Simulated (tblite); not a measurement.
# C2H12SSi4: the cost of one run

Programs: tblite 0.8.0 and PySCF 2.14.0, with density-fitted response routines of our own. Each step states its level of theory. These are calculated values for one molecule in the gas phase, unless marked as measured. Atoms are numbered from 0 throughout.

**1. The starting structure**

19 atoms, charge 0, multiplicity 1; geometry from: force field or distance geometry start.

Bonds of the start (Å): C0–C1 1.34, C1–Si2 1.86, Si2–Si3 2.34, Si2–Si4 2.32, Si2–S5 2.15, S5–Si6 2.14, C0–H7 1.08, C0–H8 1.09, C1–H9 1.09, Si3–H10 1.48, Si3–H11 1.47, Si3–H12 1.50, Si4–H13 1.49, Si4–H14 1.49, Si4–H15 1.48, Si6–H16 1.49, Si6–H17 1.48, Si6–H18 1.48.

**2. Optimising the geometry with GFN2-xTB**

The job: settings as JSON, then the geometry in Å.

```
{"job": {"kind": "relax", "xc": "GFN2-xTB", "basis": "xTB"}, "charge": 0, "multiplicity": 1}
C     -1.521700    -2.207400    -1.586400
C     -1.678100    -1.071300    -0.887300
Si    -0.310400    -0.112000    -0.058500
Si    -1.093400     2.046500     0.388500
Si     0.056400    -0.997100     2.059300
S      1.369900    -0.170700    -1.397700
Si     2.800200     0.953800    -0.265500
H     -0.557300    -2.665200    -1.758500
H     -2.389300    -2.697700    -2.025400
H     -2.673400    -0.663000    -0.740600
H     -0.086600     2.776100     1.199200
H     -1.349900     2.781300    -0.862400
H     -2.364200     1.965500     1.182400
H      1.039900    -0.145600     2.778000
H     -1.211500    -1.016800     2.833500
H      0.603400    -2.373300     1.969700
H      3.038700     0.260500     1.028000
H      4.061700     1.036700    -1.029900
H      2.255500     2.308900    -0.009500
```

Launch:

```
$ OMP_NUM_THREADS=1 python probes_run.py task.json out
```

This one command runs all jobs of the session in turn.

**Question.** How long does this first job take on 1 thread of Arm Neoverse N1, shared host?

About 2.3 s.
